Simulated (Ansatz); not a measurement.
# C₂H₄OSSi: one species, many methods

The task here is to estimate one member of a computed series from the others.

Computed with Ansatz 0.2.0, Gaussian basis. Level: functionals in def2-TZVPP, the program's frozen cores in correlated methods.

Plan: PBE-D4, r2SCAN-D4, PBE0-D4, B3LYP-D4, ωB97X-V, ωB97M-V, B2PLYP; CCSD(T)/def2-TZVPP; MP2/def2-QZVPP; extrapolation to the limit.

## Structure used throughout

All runs share one geometry, relaxed beforehand with PBE0-D4 in a triple-zeta def2 set.

9 atoms, charge 0, spin multiplicity 1.

Atoms are counted from 1 here; the program's logs count them from 0.

Bond lengths: Si1–O2 1.687 Å, Si1–H6 1.479 Å, Si1–H7 1.477 Å, Si1–H8 1.481 Å, O2–C3 1.302 Å, C3–C4 1.276 Å, C3–S5 1.806 Å, C4–S5 1.879 Å, C4–H9 1.072 Å. Angles: O2–Si1–H6 109.2°, O2–Si1–H7 103.5°, O2–Si1–H8 109.3°, H6–Si1–H7 112.2°, H6–Si1–H8 111.1°, H7–Si1–H8 111.2°, Si1–O2–C3 123.0°, O2–C3–C4 149.8°, O2–C3–S5 137.3°, C4–C3–S5 72.8°, C3–C4–S5 66.7°, C3–C4–H9 155.9°, S5–C4–H9 137.4°, C3–S5–C4 40.5°.

Set-up of the first run:

in.yaml

```yaml
crystal:
  periodic: [false, false, false]
  atoms:
    - {symbol: Si, position_ang: [-0.667729, -0.624612, -1.376919]}
    - {symbol: O, position_ang: [0.366366, -0.770957, -0.052534]}
    - {symbol: C, position_ang: [0.548097, 0.183553, 0.814526]}
    - {symbol: C, position_ang: [0.974184, 0.573709, 1.952332]}
    - {symbol: S, position_ang: [0.239168, 1.959968, 0.918639]}
    - {symbol: H, position_ang: [-0.435127, 0.679216, -2.034998]}
    - {symbol: H, position_ang: [-0.286876, -1.760937, -2.240073]}
    - {symbol: H, position_ang: [-2.070123, -0.748258, -0.918423]}
    - {symbol: H, position_ang: [1.420640, 0.462119, 2.920348]}
basis:
  gaussian: {orbitals: def2-TZVPP}
hamiltonian: {xc: pbe, dispersion: d4}
output: {forces: true, orbitals: {seedname: orbitals}}
```

Launch:

```console
> ansatz run in.yaml --threads 4 --pin off --events-out ev --progress --plain --max-ram 10444MiB
```

Steps of the session up to this table: PBE-D4 (GGA); r2SCAN-D4 (meta-GGA); PBE0-D4 (hybrid); B3LYP-D4 (hybrid); ωB97X-V (range-separated); ωB97M-V (range-separated); B2PLYP (double hybrid); CCSD(T) in def2-TZVPP; MP2 in def2-QZVPP.

One table of the session follows, with a row left open; its other results are not shown here.

It belongs to the step «Atomisation energies». 

```
            method  atomisation energy (kJ/mol)
            PBE-D4                       3367.2
         r2SCAN-D4                       3282.3
           PBE0-D4                       3275.9
          B3LYP-D4                       3256.5
           ωB97X-V                       3279.0
           ωB97M-V                       3280.8
            B2PLYP                       3221.9
     HF/def2-TZVPP                       2221.2
    MP2/def2-TZVPP                            ?
   CCSD/def2-TZVPP                       3080.6
CCSD(T)/def2-TZVPP                       3154.9
           MP2/CBS                       3356.8
       CCSD(T)/CBS                       3262.2
```

Q: Estimate the row for MP2/def2-TZVPP from the others.

The run gave: atomisation energy (kJ/mol): 3249.5. In the column «atomisation energy (kJ/mol)» it lies between B2PLYP (3221.9) and B3LYP-D4 (3256.5).
